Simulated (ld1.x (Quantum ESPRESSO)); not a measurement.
**An ultrasoft potential for W, from input to tests**

Aim: build the potential from the settings below, then test how well it stands in for the atom: other configurations, scattering, ghost states and the plane-wave cutoff that it needs.

Method: ld1.x (Quantum ESPRESSO) 7.5, PBE, scalar-relativistic.

## 1. Starting point

Typed settings, in words:

* element: tungsten (W, Z = 74)
* type: ultrasoft
* frozen core: [Xe] 4f14
* valence charge: 6
* reference configuration: 5d4 6s2 6p0
* partial waves: 6s (bound): rcut 3.24, rcutus 3.60 bohr; 6s channel at 0.75 Ry: rcut 3.24, rcutus 3.60 bohr; 6p (bound, empty): rcut 3.88, rcutus 4.50 bohr; 6p channel at 0.9 Ry: rcut 3.88, rcutus 4.50 bohr; 5d (bound): rcut 2.56, rcutus 3.04 bohr; 5d channel at 3.45 Ry: rcut 2.56, rcutus 3.04 bohr
* local potential: all-electron potential smoothed inside 3.46 bohr (lloc = -1)
* core correction: Bessel-smoothed model core inside 1.15 bohr
* augmentation charge: PSQ, inside the norm-conserving radii

The outer shells as boxes (Hund's rule for the drawing; the calculation is spin-unpolarised):

```
[Xe] core
4f [↑↓][↑↓][↑↓][↑↓][↑↓][↑↓][↑↓]
5d [↑ ][↑ ][↑ ][↑ ][  ]
6s [↑↓]
6p [  ][  ][  ]
```

The nodes and maxima of the atom's own shells, from an earlier all-electron run, set the scale for the radii.

All-electron outer shells of the reference configuration (PBE, scalar-relativistic, ld1.x):

| shell | level (eV) | outermost node (bohr) | outermost maximum (bohr) |
| --- | --- | --- | --- |
| 5p | -43.20 | 0.57 | 1.09 |
| 4f | -33.21 | – | 0.43 |
| 6s | -5.71 | 1.28 | 2.67 |
| 5d | -4.48 | 0.63 | 1.49 |
| 6p | -1.36 | 1.54 | 3.75 |

## 2. The generation run

File W.in:

```
 &input
   title='W', zed=74., rel=1, dft='PBE', iswitch=3,
   config='[Xe] 4f14 5d4 6s2 6p0',
   nld=3, rlderiv=4.90, eminld=-2.0, emaxld=5.0, deld=0.02
 /
 &inputp
   pseudotype=3, tm=.true., lloc=-1, rcloc=3.46,
   nlcc=.true., new_core_ps=.true., rcore=1.15,
   which_augfun='PSQ', rmatch_augfun_nc=.true.,
   file_pseudopw='W.UPF', file_wfcaegen='ae.wfc', file_wfcncgen='nc.wfc', file_beta='beta', file_chi='chi', file_wfcusgen='us.wfc'
 /
6
6S  1  0   2.00   0.00  3.24  3.60  0.0
6S  1  0   0.00   0.75  3.24  3.60  0.0
6P  2  1   0.00   0.00  3.88  4.50  0.0
6P  2  1   0.00   0.90  3.88  4.50  0.0
5D  3  2   4.00   0.00  2.56  3.04  0.0
5D  3  2   0.00   3.45  2.56  3.04  0.0
 &test
   configts(1)='5d4 6s2 6p0'
 /
```

On the command line:

```sh
$ ld1.x < W.in > W.out
```

The output, W.out (without the banner and most projector matrices):

```text
     Program LD1 v.7.5
     --------------------------- All-electron run ----------------------------

     W
     scalar relativistic calculation

     atomic number is 74.00
     dft =PBE   lsd =0 sic =0 latt =0  beta=0.20 tr2=1.0E-14
     Exchange-correlation= PBE
                           (   1   4   3   4   0   0   0)
     mesh =1273 r(mesh) =  99.08072 a.u. xmin = -7.00 dx = 0.01250
     1 Ry =  13.60569312 eV, c = 137.03599908

     n l     nl                  e(Ry)          e(Ha)          e(eV)
     1 0     1S 1( 2.00)     -5108.0325     -2554.0163    -69498.3227
     2 0     2S 1( 2.00)      -881.6250      -440.8125    -11995.1197
     2 1     2P 1( 6.00)      -770.9375      -385.4687    -10489.1389
     3 0     3S 1( 2.00)      -203.0444      -101.5222     -2762.5605
     3 1     3P 1( 6.00)      -170.2715       -85.1358     -2316.6624
     4 0     4S 1( 2.00)       -41.8880       -20.9440      -569.9155
     4 1     4P 1( 6.00)       -31.1402       -15.5701      -423.6836
     3 2     3D 1(10.00)      -132.6048       -66.3024     -1804.1802
     5 0     5S 1( 2.00)        -5.8117        -2.9059       -79.0726
     5 1     5P 1( 6.00)        -3.1753        -1.5876       -43.2016
     4 2     4D 1(10.00)       -17.5243        -8.7621      -238.4301
     4 3     4F 1(14.00)        -2.4407        -1.2203       -33.2069
     5 2     5D 1( 4.00)        -0.3293        -0.1646        -4.4800
     6 0     6S 1( 2.00)        -0.4199        -0.2099        -5.7127
     6 1     6P 1( 0.00)        -0.1001        -0.0500        -1.3613

     final scf error:  6.9E-15 reached in  30 iterations

     Etot =  -32285.036163 Ry,  -16142.518081 Ha, -439260.294494 eV

     Ekin =   35580.599384 Ry,   17790.299692 Ha,  484098.716355 eV
     Encl =  -79832.739882 Ry,  -39916.369941 Ha,-1086179.759999 eV
     Eh   =   12612.479938 Ry,    6306.239969 Ha,  171601.531560 eV
     Exc  =    -645.375604 Ry,    -322.687802 Ha,   -8780.782411 eV

     normalization and overlap integrals

     s(1S/1S) =  1.000000  <r> =   0.0183  <r2> =    0.0005  r(max) =   0.0115
     s(2S/2S) =  1.000000  <r> =   0.0776  <r2> =    0.0071  r(max) =   0.0653
     s(2P/2P) =  1.000000  <r> =   0.0694  <r2> =    0.0059  r(max) =   0.0541
     s(3S/3S) =  1.000000  <r> =   0.2010  <r2> =    0.0462  r(max) =   0.1842
     s(3P/3P) =  1.000000  <r> =   0.2013  <r2> =    0.0470  r(max) =   0.1842
     s(4S/4S) =  1.000000  <r> =   0.4495  <r2> =    0.2281  r(max) =   0.4204
     s(4P/4P) =  1.000000  <r> =   0.4780  <r2> =    0.2599  r(max) =   0.4419
     s(3D/3D) =  1.000000  <r> =   0.1824  <r2> =    0.0390  r(max) =   0.1490
     s(5S/5S) =  1.000000  <r> =   1.0670  <r2> =    1.2795  r(max) =   0.9593
     s(5P/5P) =  1.000000  <r> =   1.2493  <r2> =    1.7716  r(max) =   1.0870
     s(4D/4D) =  1.000000  <r> =   0.5113  <r2> =    0.3030  r(max) =   0.4531
     s(4F/4F) =  1.000000  <r> =   0.6078  <r2> =    0.4644  r(max) =   0.4310
     s(5D/5D) =  1.000000  <r> =   2.0741  <r2> =    5.2814  r(max) =   1.4858
     s(6S/6S) =  1.000000  <r> =   3.1762  <r2> =   11.5366  r(max) =   2.6736
     s(6P/6P) =  1.000000  <r> =   4.8422  <r2> =   27.6044  r(max) =   3.7469

     ------------------------ End of All-electron run ------------------------

     --------------------- Generating US pseudopotential ---------------------

      Generating local potential from pseudized AE potential:
      Matching radius rcloc =   3.4600

      Local pseudo, rcloc= 3.476 Estimated cut-off energy=     2.05 Ry

      Computing core charge for nlcc:

       r > 1.16 : true rho core
      Core charge pseudized with two Bessel functions
      Integrated core pseudo-charge :  20.00
      Wfc-us  6S rcutus= 3.564  Estimated cut-off energy=     3.85 Ry
      Wfc-us  6S rcutus= 3.564  Estimated cut-off energy=     7.72 Ry
      Wfc-us  6P rcutus= 4.464  Estimated cut-off energy=     3.86 Ry
      Wfc-us  6P rcutus= 4.464  Estimated cut-off energy=     7.68 Ry
      Wfc-us  5D rcutus= 3.068  Estimated cut-off energy=    12.53 Ry
      Wfc-us  5D rcutus= 3.068  Estimated cut-off energy=    14.98 Ry

     Q pseudized with Bessel functions
     Expected ecutrho=      63.9420 due to l1=  2   l2=  2

     ------------------- End of pseudopotential generation -------------------

     [... the all-electron block is printed once more ...]


     Computing logarithmic derivative in   4.90230
     Computing logarithmic derivative in   4.90230
     Computing the partial wave expansion
     R is outside the sphere for l=    0 j= 0.00
     R is outside the sphere for l=    0 j= 0.00
     R is outside the sphere for l=    1 j= 0.00
     R is outside the sphere for l=    1 j= 0.00
     R is outside the sphere for l=    2 j= 0.00
     R is outside the sphere for l=    2 j= 0.00

     ---------------------- Testing the pseudopotential ----------------------

     W
     scalar relativistic calculation

     atomic number is 74.00   valence charge is  6.00
     dft =PBE   lsd =0 sic =0 latt =0  beta=0.20 tr2=1.0E-14
     mesh =1273 r(mesh) =  99.08072 xmin = -7.00 dx = 0.01250

     n l     nl             e AE (Ry)        e PS (Ry)    De AE-PS (Ry)
     3 2     5D   1( 4.00)       -0.32927       -0.32928        0.00000
     1 0     6S   1( 2.00)       -0.41988       -0.41988        0.00000
     2 1     6P   1( 0.00)       -0.10005       -0.10005        0.00000

     eps = 2.7E-16  iter =  3

     Etot =  -32285.036163 Ry,  -16142.518081 Ha, -439260.294494 eV
     Etotps =   -55.848528 Ry,     -27.924264 Ha,    -759.857932 eV

     Ekin =       5.277155 Ry,       2.638577 Ha,      71.799349 eV
     Encl =     -28.989306 Ry,     -14.494653 Ha,    -394.419595 eV
     Ehrt =      13.523604 Ry,       6.761802 Ha,     183.998003 eV
     Ecxc =     -46.326594 Ry,     -23.163297 Ha,    -630.305422 eV
     (Ecc =     -40.709008 Ry,     -20.354504 Ha,    -553.874272 eV)
     Epseu=       0.666613 Ry,       0.333307 Ha,       9.069735 eV

     ---------------------- End of pseudopotential test ----------------------
```

Wall time 1.9 s (1 thread of Neoverse-V1, shared host). (Generation and the later configuration tests together.)

Partial waves on a coarse radial grid (AE all-electron, PS pseudo):

```csv
r (bohr),6s AE,6s PS
0.225,-0.0001,0.1180
0.450,0.1066,0.2320
0.675,-0.2216,0.3381
0.900,-0.2903,0.4331
1.125,-0.1459,0.5143
1.350,0.0671,0.5801
1.575,0.2666,0.6295
1.800,0.4225,0.6627
2.025,0.5306,0.6805
2.250,0.5965,0.6843
2.475,0.6289,0.6762
2.700,0.6357,0.6582
2.925,0.6238,0.6326
3.150,0.5988,0.6011
3.375,0.5652,0.5654
3.600,0.5265,0.5265
3.825,0.4852,0.4852
4.050,0.4434,0.4434
4.275,0.4024,0.4024
4.500,0.3632,0.3632
4.725,0.3263,0.3263
4.950,0.2920,0.2920
5.175,0.2605,0.2605
5.400,0.2318,0.2318
5.625,0.2057,0.2057
5.850,0.1822,0.1822
```

## 3. Configuration tests

File W.test.in:

```
 &input
   title='W', zed=74., rel=1, dft='PBE', iswitch=2,
   config='[Xe] 4f14 5d4 6s2 6p0'
 /
 &test
   file_pseudo='W.UPF', nconf=8,
   configts(1)='5d4 6s2 6p0',
   configts(2)='5d4 6s1 6p0',
   configts(3)='5d4 6s0 6p0',
   configts(4)='5d3 6s0 6p0',
   configts(5)='5d4.5 6s1.5 6p0',
   configts(6)='5d2 6s0 6p0',
   configts(7)='5d3 6s2 6p1',
   configts(8)='5d4 6s0 6p1'
 /
```

On the command line:

```sh
$ ld1.x < W.test.in > W.test.out
```

W.test.out, the pseudopotential blocks, each with the warnings that came before it:

```text
     ---------------------- Testing the pseudopotential ----------------------

     W
     scalar relativistic calculation

     atomic number is 74.00   valence charge is  6.00
     dft =PBE   lsd =0 sic =0 latt =0  beta=0.20 tr2=1.0E-14
     mesh =1273 r(mesh) =  99.08072 xmin = -7.00 dx = 0.01250

     n l     nl             e AE (Ry)        e PS (Ry)    De AE-PS (Ry)
     3 2     5D   1( 4.00)       -0.32927       -0.32928        0.00000
     1 0     6S   1( 2.00)       -0.41988       -0.41988        0.00000
     2 1     6P   1( 0.00)       -0.10005       -0.10005        0.00000

     eps = 2.7E-16  iter =  3

     Etot =  -32285.036163 Ry,  -16142.518081 Ha, -439260.294495 eV
     Etotps =   -55.848528 Ry,     -27.924264 Ha,    -759.857932 eV

     Ekin =       5.277155 Ry,       2.638577 Ha,      71.799349 eV
     Encl =     -28.989306 Ry,     -14.494653 Ha,    -394.419595 eV
     Ehrt =      13.523604 Ry,       6.761802 Ha,     183.998003 eV
     Ecxc =     -46.326594 Ry,     -23.163297 Ha,    -630.305422 eV
     (Ecc =     -40.709008 Ry,     -20.354504 Ha,    -553.874272 eV)
     Epseu=       0.666613 Ry,       0.333307 Ha,       9.069735 eV

     ---------------------- End of pseudopotential test ----------------------

     Warning: n=3, l=2 expected 0 nodes, found 1
     ---------------------- Testing the pseudopotential ----------------------

     W
     [...]
     n l     nl             e AE (Ry)        e PS (Ry)    De AE-PS (Ry)
     3 2     5D   1( 4.00)       -0.86192       -0.86800        0.00608  !
     1 0     6S   1( 1.00)       -0.89530       -0.90364        0.00834  !
     2 1     6P   1( 0.00)       -0.50053       -0.50203        0.00150

     eps = 1.5E-15  iter = 16

     Etot =  -32284.383265 Ry,  -16142.191633 Ha, -439251.411371 eV
     Etotps =   -55.191788 Ry,     -27.595894 Ha,    -750.922537 eV
     dEtot_ae =       0.652898 Ry
     dEtot_ps =       0.656739 Ry,   Delta E=      -0.003842 Ry

     [...]
     ---------------------- End of pseudopotential test ----------------------

     Warning: n=2, l=1 expected 0 nodes, found 2
     ---------------------- Testing the pseudopotential ----------------------

     W
     [...]
     n l     nl             e AE (Ry)        e PS (Ry)    De AE-PS (Ry)
     3 2     5D   1( 4.00)       -1.46122       -1.47391        0.01269  !
     1 0     6S   1( 0.00)       -1.41739       -1.44036        0.02297  !
     2 1     6P   1( 0.00)       -0.95514       -0.95514        0.00000

     eps = 2.1E-16  iter = 14

     Etot =  -32283.230847 Ry,  -16141.615423 Ha, -439235.731921 eV
     Etotps =   -54.023555 Ry,     -27.011777 Ha,    -735.027905 eV
     dEtot_ae =       1.805316 Ry
     dEtot_ps =       1.824973 Ry,   Delta E=      -0.019657 Ry

     [...]
     ---------------------- End of pseudopotential test ----------------------

     ---------------------- Testing the pseudopotential ----------------------

     W
     [...]
     n l     nl             e AE (Ry)        e PS (Ry)    De AE-PS (Ry)
     3 2     5D   1( 3.00)       -2.28639       -2.30906        0.02267  !
     1 0     6S   1( 0.00)       -2.08186       -2.10383        0.02197  !
     2 1     6P   1( 0.00)       -1.53018       -1.53018        0.00000

     eps = 3.5E-15  iter = 13

     Etot =  -32281.365306 Ry,  -16140.682653 Ha, -439210.349951 eV
     Etotps =   -52.140334 Ry,     -26.070167 Ha,    -709.405386 eV
     dEtot_ae =       3.670856 Ry
     dEtot_ps =       3.708194 Ry,   Delta E=      -0.037337 Ry

     [...]
     ---------------------- End of pseudopotential test ----------------------

     ---------------------- Testing the pseudopotential ----------------------

     W
     [...]
     n l     nl             e AE (Ry)        e PS (Ry)    De AE-PS (Ry)
     3 2     5D   1( 4.50)       -0.28400       -0.27860       -0.00540  !
     1 0     6S   1( 1.50)       -0.39787       -0.39838        0.00051
     2 1     6P   1( 0.00)       -0.09129       -0.09129        0.00000

     eps = 6.9E-15  iter = 19

     Etot =  -32284.985079 Ry,  -16142.492540 Ha, -439259.599471 eV
     Etotps =   -55.795770 Ry,     -27.897885 Ha,    -759.140118 eV
     dEtot_ae =       0.051083 Ry
     dEtot_ps =       0.052758 Ry,   Delta E=      -0.001675 Ry

     [...]
     ---------------------- End of pseudopotential test ----------------------

     ---------------------- Testing the pseudopotential ----------------------

     W
     [...]
     n l     nl             e AE (Ry)        e PS (Ry)    De AE-PS (Ry)
     3 2     5D   1( 2.00)       -3.19760       -3.24838        0.05078  !
     1 0     6S   1( 0.00)       -2.80919       -2.83017        0.02099  !
     2 1     6P   1( 0.00)       -2.17107       -2.17107        0.00000

     eps = 1.8E-16  iter = 11

     Etot =  -32278.630320 Ry,  -16139.315160 Ha, -439173.138561 eV
     Etotps =   -49.370692 Ry,     -24.685346 Ha,    -671.722481 eV
     dEtot_ae =       6.405843 Ry
     dEtot_ps =       6.477836 Ry,   Delta E=      -0.071993 Ry

     [...]
     ---------------------- End of pseudopotential test ----------------------
```

2 tests gave no usable energy difference (5d3 6s2 6p1; 5d4 6s0 6p1); the test run stopped with "negative rho".

The tests as a table, with energies relative to 5d4 6s2 6p0. A star marks tests that logged a warning.

| valence configuration | charge | ΔE all-electron (eV) | error AE − PS (meV) |
| --- | --- | --- | --- |
| 5d4 6s1 6p0 * | +1 | 8.883 | -52 |
| 5d4 6s0 6p0 * | +2 | 24.563 | -267 |
| 5d3 6s0 6p0 | +3 | 49.945 | -508 |
| 5d4.5 6s1.5 6p0 | 0 | 0.695 | -23 |
| 5d2 6s0 6p0 | +4 | 87.156 | -980 |

## 4. Scattering by logarithmic derivatives

Taken from the files of the generation run. The phase is arctan(r·u′/u) with u = r·R, unwrapped, with energies in Ry. A pole is an energy at which the radial function vanishes at the test radius. The pseudo phase is shifted by a multiple of π to meet the all-electron one at the reference energy. Levels narrower than the energy grid can be missing from the poles. The last column is the largest difference on the grid between −1 and +1 Ry.

| channel | radius (bohr) | reference (Ry) | poles AE | poles PS | window around the reference with phases within 0.05 rad (Ry) | largest difference near zero (rad) |
| --- | --- | --- | --- | --- | --- | --- |
| s | 4.90 | -0.42 | -0.29, 1.72, 4.91 | -0.29, 1.70, 2.94 | below 2.3 | 0.001 |
| p | 4.90 | -0.10 | 0.26, 2.44 | 0.26, 2.13, 3.77 | below 2.1 | 0.001 |
| d | 4.90 | -0.33 | -0.30, 1.23, 3.73 | -0.30, 1.60, 3.75 | below 0.0 | 0.675 |

Phases (rad) along the scan:

```csv
E (Ry),d AE,d PS,s AE,s PS
-2.00,1.428,1.428,1.415,1.415
-1.52,1.407,1.407,1.386,1.386
-1.04,1.372,1.374,1.324,1.324
-0.56,1.281,1.289,0.794,0.794
-0.08,-1.879,-1.852,-1.738,-1.738
0.40,-2.963,-2.365,-2.171,-2.172
0.88,-4.561,-4.335,-4.314,-4.314
1.36,-4.749,-4.647,-4.633,-4.634
1.84,-4.903,-4.772,-4.733,-4.739
2.32,-6.050,-5.045,-4.817,-4.869
2.80,-7.657,-7.597,-5.000,-7.752
3.28,-7.795,-7.794,-7.042,-7.993
3.76,-7.857,-7.855,-7.692,-9.293
4.24,-7.910,-7.897,-7.791,-10.812
4.72,-7.991,-7.943,-7.839,-10.927
```

## 5. Cutoff and ghost test in a Bessel basis

A separate test, outside the generator: the pseudo-atom's Hamiltonian at the reference potential is diagonalised in spherical Bessel functions j_l(qr) that vanish at 20 bohr, with q² up to the cutoff.

All-electron valence levels (Ry): 6s -0.4199, 6p -0.1001, 5d -0.3293. The lowest levels of each channel (Ry) by cutoff; the last column sums, over occupied levels, occupation times the distance from the level at 400 Ry. A positive value at high cutoff is not a bound level.

```csv
cutoff (Ry),s #1,p #1,d #1,f #1,Σ f·Δε (mRy)
8,-0.4199,-0.1000,-0.3222,0.1094,28.3
10,-0.4199,-0.1000,-0.3284,0.1094,3.4
12,-0.4199,-0.1000,-0.3289,0.1094,1.7
15,-0.4199,-0.1000,-0.3290,0.1094,1.1
18,-0.4199,-0.1000,-0.3292,0.1094,0.2
21,-0.4199,-0.1000,-0.3292,0.1094,0.1
25,-0.4199,-0.1000,-0.3292,0.1094,0.1
400,-0.4199,-0.1000,-0.3293,0.1094,0.0
```

The sum stays within 10 mRy from 10 Ry and within 1 mRy from 18 Ry. The sum leaves out empty levels, which can need more. Ghost test: no level below the all-electron spectrum of its channel (s, p, d, f tested).

## 6. Results

| quantity | value |
| --- | --- |
| cutoffs for 10 and 1 mRy, occupied levels | 10 Ry and 18 Ry |
| bound ghosts | none found |
| largest test error (AE − PS) | -980 meV, for 5d2 6s0 6p0 (2 tests unsolved) |
| largest phase difference near zero energy, channels read | 0.675 rad |
| lowest eigenvalue of the overlap (Bessel basis) | 0.433 (s) |
| density cutoff estimated by the generator | 64 Ry |

What this shows: The worst unpolarised test, 5d2 6s0 6p0, is off by 980 meV on 87.2 eV; by total energies transferability rates as poor. That test lies far up in energy; among those under 40 eV, nearer to bonding, the largest error is 267 meV. The test run broke off, so later configurations gave nothing; the verdict rests on few tests. It counts as soft on the atom at that tolerance, with 10 Ry needed at the looser tolerance. The slowest occupied level is 5d: taken alone it needs 10 Ry to come within 1 mRy, against 6 Ry or less for 6s. It is free of bound ghosts as far as tested. Of the channels read, d scatters worst near zero energy, by up to 0.67 rad. All of this concerns the isolated atom, not yet a solid.
